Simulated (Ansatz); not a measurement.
**BrF₂HHfO: a ladder of functionals and wavefunction methods**

The task here is to estimate one member of a computed series from the others.

Program: Ansatz 0.2.0, Gaussian basis. Level of theory: functionals in def2-TZVPP, the program's frozen cores in correlated methods. These are calculated values, not measurements.

Levels to be run: LDA (SPW92), PBE-D4, revPBE-D4, BLYP-D4, r2SCAN-D4, B97M-V, PBE0-D4, B3LYP-D4, r2SCANh-D4, r2SCAN0-D4, HSE06-D4, BHLYP-D4, CAM-B3LYP-D4, LC-ωPBE, ωB97X-V, ωB97M-V, B2PLYP, PBE-QIDH; CCSD(T)/def2-SVP; CCSD(T)/def2-TZVPP; MP2/def2-QZVPP; extrapolation to the limit; RPA on PBE.

### The geometry

All runs share one geometry, relaxed beforehand with PBE0-D4 in a triple-zeta def2 set. Hf takes the def2 core potential; no spin-orbit term is included.

SMILES `[OH][Hf]([F])([F])[Br]`, 6 atoms, charge 0, spin multiplicity 1.

Atoms are counted from 1 here; the program's logs count them from 0.

Bond lengths: O1–Hf2 1.892 Å, O1–H6 0.952 Å, Hf2–F3 1.898 Å, Hf2–F4 1.898 Å, Hf2–Br5 2.511 Å. Angles: Hf2–O1–H6 178.1°, O1–Hf2–F3 109.3°, O1–Hf2–F4 109.3°, O1–Hf2–Br5 110.5°, F3–Hf2–F4 108.1°, F3–Hf2–Br5 109.8°, F4–Hf2–Br5 109.8°.

Set-up of the first run:

The input, in.yaml:

```yaml
crystal:
  periodic: [false, false, false]
  atoms:
    - {symbol: O, position_ang: [-0.923093, 1.010481, 0.466536]}
    - {symbol: Hf, position_ang: [0.292503, -0.343970, -0.050431]}
    - {symbol: F, position_ang: [1.944031, -0.080776, 0.847692]}
    - {symbol: F, position_ang: [-0.395840, -2.035566, 0.467354]}
    - {symbol: Br, position_ang: [0.656392, -0.296342, -2.534108]}
    - {symbol: H, position_ang: [-1.531994, 1.682174, 0.756756]}
basis:
  gaussian: {orbitals: def2-TZVPP}
hamiltonian: {xc: lda}
output: {orbitals: {seedname: orbitals}}
```

Steps of the session up to this table: LDA; PBE-D4 (GGA); revPBE-D4 (GGA); BLYP-D4 (GGA); r2SCAN-D4 (meta-GGA); B97M-V (meta-GGA); PBE0-D4 (hybrid); B3LYP-D4 (hybrid); r2SCANh-D4 (hybrid); r2SCAN0-D4 (hybrid); HSE06-D4 (hybrid); BHLYP-D4 (hybrid); CAM-B3LYP-D4 (range-separated); LC-ωPBE-D4 (range-separated; the results give it without D4); ωB97X-V (range-separated); ωB97M-V (range-separated); B2PLYP (double hybrid); PBE-QIDH (double hybrid).

One table of the session follows, with a row left open; its other results are not shown here.

It belongs to the step «Orbital energies across the functionals». 

| functional | HOMO (eV) | gap (eV) |
| --- | --- | --- |
| LDA (SPW92) | -7.69 | 5.80 |
| PBE-D4 | -7.50 | 5.90 |
| revPBE-D4 | -7.42 | 5.95 |
| BLYP-D4 | -7.32 | 5.84 |
| r2SCAN-D4 | -7.86 | 6.48 |
| B97M-V | -7.89 | 6.56 |
| PBE0-D4 | -8.82 | 8.09 |
| B3LYP-D4 | -8.55 | 7.57 |
| r2SCANh-D4 | -8.34 | 7.28 |
| r2SCAN0-D4 | -9.06 | 8.47 |
| HSE06-D4 | -8.42 | 7.31 |
| BHLYP-D4 | -9.97 | 9.92 |
| CAM-B3LYP-D4 | -10.14 | 10.23 |
| LC-ωPBE | -11.52 | 12.81 |
| ωB97X-V | -11.16 | 12.26 |
| ωB97M-V | ? | ? |

Q: Estimate the row for ωB97M-V from the others.

As computed: HOMO (eV): -11.03; gap (eV): 11.67. In the column «HOMO (eV)» it lies between ωB97X-V (-11.16) and CAM-B3LYP-D4 (-10.14).
